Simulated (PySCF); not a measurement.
# C4H7B: the cost of one run

The runs use PySCF 2.14.0, with density-fitted response routines of our own; the level of theory stands in each step. All values are computed, except where a source is named. Atoms are numbered from 0 throughout.

### Step 1. The starting structure

12 atoms, charge 0, multiplicity 1; geometry from: GFN2-xTB. The atoms were then displaced at random by about 0.01 Å, so the start is not that level's minimum.

Bonds of the start (Å): B0–C1 1.52, C1–C2 1.53, C2–C3 1.46, C3–C4 1.29, C3–C1 1.53, B0–H5 1.21, B0–H6 1.17, C1–H7 1.07, C2–H8 1.07, C2–H9 1.10, C4–H10 1.07, C4–H11 1.08.

### Step 2. Relaxing the molecule at PBE0-D3(BJ)/def2-SVP

Job settings and geometry (Å):

```
{"job": {"xc": "PBE0", "basis": "def2-SVP", "d3": "d3bj", "grid": 1, "shake": 0.01, "kind": "geom"}, "charge": 0, "multiplicity": 1}
B     -1.142630     1.095040     0.920090
C     -0.846840    -0.143000     0.097110
C      0.194920    -1.151250     0.586990
C      0.551570    -0.253070    -0.503100
C      1.339370     0.183820    -1.420280
H     -2.191390     1.673350     0.778710
H     -0.359900     1.538570     1.666720
H     -1.606110    -0.573810    -0.520440
H      0.038260    -2.190590     0.409310
H      0.663590    -0.965070     1.569910
H      1.062550     0.982950    -2.076110
H      2.336290    -0.225210    -1.517950
```

Started as:

```sh
OMP_NUM_THREADS=1 python probes_run.py task.json out
```

This one command runs all jobs of the session in turn.

**Question.** How long does this first job take on 1 thread of Arm Neoverse V1, shared host, and how much memory does it need?

About 35 s, with a peak of 0.44 GiB.
